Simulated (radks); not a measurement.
# Pm inside a hard spherical wall

The task here is to estimate one member of a computed series from the others.

Program: radks (a radial shooting solver on a logarithmic mesh, Libxc functionals) version 1. Level of theory: scalar-relativistic Kohn-Sham, PBE, spin-polarised, spherical densities, finite nucleus; open shells are filled with parallel spins first. These are calculated values, not measurements, unless marked.

## Starting point

| Item | Value |
| --- | --- |
| element | promethium (Z = 61) |
| charge | 0 |
| electrons | 61 |
| configuration | [Xe] 4f5 6s2 |
| nuclear rms radius | 4.962 fm |

Outer shells as boxes (Hund's rule):

Pm
```
[Xe] core
4f [↑ ][↑ ][↑ ][↑ ][↑ ][  ][  ]
6s [↑↓]
```

The first run:

The run's settings:

```text
Z 61
configuration [Xe] 4f5 6s2 5d0 6p0 7s0
relativity scalar-relativistic
functional pbe,pbe
spin polarised
nucleus finite rms 4.962 fm
c 137.035999084
```

Among the steps run: The free atom; Wall at 20 bohr; Wall at 15 bohr; Wall at 10 bohr; Wall at 8 bohr; Wall at 6 bohr; Wall at 4 bohr; Wall at 3.5 bohr.

One table of the session follows, with a row left open; its other results are not shown here.

| R (bohr) | E − E(free) (eV) | ε(4f) (eV) | ε(5d, empty) (eV) | ε(6p, empty) (eV) | ε(7s, empty) (eV) |
| --- | --- | --- | --- | --- | --- |
| free | 0.000 | -3.158 | -2.000 | -1.253 | - |
| 20 | 0.000 | -3.158 | -2.000 | -1.252 | 0.015 |
| 15 | 0.001 | -3.154 | -1.996 | -1.235 | 0.379 |
| 10 | 0.106 | -2.936 | -1.801 | -0.836 | 2.787 |
| 8 | 0.639 | -2.341 | -1.258 | 0.185 | 6.740 |
| 6 | ? | ? | ? | ? | ? |
| 4 | 29.310 | 5.918 | 7.905 | 23.253 | 66.669 |
| 3.5 | 55.350 | 10.641 | 13.536 | 38.213 | 99.799 |

Q: Estimate the row for R (bohr) = 6 from the others.

Worked estimate for «E − E(free) (eV)». A straight line through the neighbours (8, 0.639) and (4, 29.310) gives 0.639 + (29.310 − 0.639) × (6 − 8) / (4 − 8) = 14.974; a parabola fitted to 4 rows on both sides gives 9.911.

**Answer.** E − E(free) (eV): 3.816; ε(4f) (eV): -0.579; ε(5d, empty) (eV): 0.501; ε(6p, empty) (eV): 3.982; ε(7s, empty) (eV): 18.509. In «E − E(free) (eV)» the line misses by +11.158 and the parabola by +6.095.

From R = 4 bohr inwards the highest occupied level lies above zero, pushed up by confinement. Shells are not refilled when levels cross, and a hard wall is a model, not a crystal.
